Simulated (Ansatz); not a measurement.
# TaRu2: the cost of one run

Program: Ansatz 0.2.0. Level of theory: DFT PBE, scalar-relativistic, plane waves, PAW. These are calculated values, not measurements.

1 further run of the same task is left out (set aside as unsound or not needed).

## 1. Starting point

The structure is tetragonal, space group I4/mmm (No. 139). Conventional cell: a = 3.131 Å, b = 3.131 Å, c = 9.581 Å, α = 90.00°, β = 90.00°, γ = 90.00°. Ta (site symmetry 4/mmm) has 8 Ru at 2.66 Å as nearest neighbours. Ru (site symmetry 4mm) is surrounded by 4 Ta at 2.66 Å and 5 Ru at 2.88 to 2.95 Å.

Structure file:

```cif
data_structure
_symmetry_space_group_name_H-M 'P 1'
_symmetry_Int_Tables_number 1
_cell_length_a 5.2774
_cell_length_b 5.2774
_cell_length_c 5.2774
_cell_angle_alpha 145.484
_cell_angle_beta 145.484
_cell_angle_gamma 49.614
_cell_volume 46.97
loop_
_atom_site_label
_atom_site_type_symbol
_atom_site_fract_x
_atom_site_fract_y
_atom_site_fract_z
_atom_site_occupancy
Ta1 Ta 0.00000 0.00000 0.00000 1
Ru1 Ru 0.65403 0.65403 0.00000 1
Ru2 Ru 0.34597 0.34597 0.00000 1
```

The cell was relaxed beforehand at this level, from a generated guess; it needn't be the stable form of this composition. At a tolerance of 0.05 Å it has space group I4/mmm (No. 139); it has 15.66 Å³/atom, an uncorrected energy of -0.05 eV/atom over the elements.

## 2. Electronic structure at the relaxed geometry

Input file input.yaml:

```yaml
crystal:
  lattice:
    - [-1.5656858687, 1.5656858687, 4.7904700915]
    - [1.5656858687, -1.5656858687, 4.7904700915]
    - [1.5656858687, 1.5656858687, -4.7904700915]
  atoms:
    - { symbol: Ta, position: [0.0, 0.0, 0.0] }
    - { symbol: Ru, position: [0.6540263139, 0.6540263139, 0.0] }
    - { symbol: Ru, position: [0.3459736861, 0.3459736861, 0.0] }
basis:
  ecutwfc: 420
kpoints:
  mp_grid: { grid: [20, 20, 20] }
  band_path:
    path:
      - [[0.0, 0.0, 0.0], [0.0, 0.0, 0.5], [0.25, 0.25, 0.25], [0.0, 0.5, 0.0], [0.0, 0.0, 0.0], [0.5, 0.5, -0.5], [0.27670503, 0.72329497, -0.27670503]]
      - [[-0.27670503, 0.27670503, 0.27670503], [0.0, 0.0, 0.0]]
      - [[0.0, 0.0, 0.5], [-0.05341005, 0.05341005, 0.5]]
      - [[0.5, 0.5, -0.05341005], [0.5, 0.5, -0.5]]
    npoints: 14
hamiltonian:
  xc: pbe
scf:
  occupations: { method: gaussian, width: 0.1 }
  n_extra_bands: 7
output:
  forces: true
  stress: true
  eigenvalues: true
  populations: true
  dos: { projected: true, de: 0.02, nscf_kmesh: { grid: [24, 24, 24] } }
  bader: true
  write_density: true
  write_potential: true
  elf: true
  volumetric_format: npy
```

On the command line:

```
$ ansatz run input.yaml --threads 1 --pin off --max-ram 2560MiB --backend cpu --events-out ev --progress --plain --runs-dir out
```

What time and memory should one allow on 1 thread of Arm Neoverse V1, shared host?

About 2.3 min, with a peak of 1.1 GiB.
